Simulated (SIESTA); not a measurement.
The system is Co3W.

```xyz
4
Lattice="3.5669 0.0000 0.0000 0.0000 3.5669 0.0000 0.0000 0.0000 3.5669" Properties=species:S:1:pos:R:3 pbc="T T T"
W     0.0000    0.0000    0.0000
Co    0.0000    1.7834    1.7834
Co    1.7834    0.0000    1.7834
Co    1.7834    1.7834    0.0000
```

The cell comes from a database or a generator and needn't be the stable form of this composition.

```yaml
Program: SIESTA 5.4.2
Task: single point
Functional: PBEsol
Potentials_or_basis: PseudoDojo 0.4 standard (PBEsol files)
Basis: DZP (energy shift 0.003 Ry; two zetas on semicore shells)
Grid_cutoff: 800 Ry
Energy_shift: 0.003 Ry
k_mesh: 8 × 8 × 8
Occupations: fermi-dirac, width 0.05 eV
Spin: collinear spin, ferromagnetic start
Starting_moments: "[0.0, 2.0, 2.0, 2.0] μB"
```

On this cell: pressure -1.6 GPa; largest force zero by symmetry; net moment 0.52 μB per cell; site moments W -0.11; Co +0.21 μB; band gap on the k mesh none (metal or under the smearing width).

The same run follows on a disturbed copy (atoms moved at random, drawn with an rms of 0.05 Å):

```
W Co
1.0
     3.56687    0.00000    0.00000
     0.00000    3.56687    0.00000
     0.00000    0.00000    3.56687
W Co
1 3
Direct
  0.00264 0.99976 0.00407
  0.97814 0.49135 0.50617
  0.49526 0.99559 0.49848
  0.49372 0.50336 0.00369
```

**Question.** What does the disturbed cell give?

**Answer.** The energy (extrapolated to zero smearing) moves by +7.3 meV/atom; pressure -1.6 GPa; largest force 0.636 eV/Å; net moment 0.51 μB per cell; site moments W -0.11; Co +0.21 μB; band gap on the k mesh none (metal or under the smearing width).

Forces in eV/Å, atoms in the order of the input:
```
W   -0.343 -0.092 -0.059
Co   0.566  0.268 -0.110
Co  -0.142  0.058  0.211
Co  -0.082 -0.231 -0.039
```

Stress tensor (GPa, compression positive):
```
-1.40  0.18 -0.08
 0.18 -1.63 -0.01
-0.08 -0.01 -1.75
```

Caveats: short orbitals over semicore shells can move pressures by several GPa; the basis of atomic orbitals isn't converged, which shifts pressures, moduli and gaps.
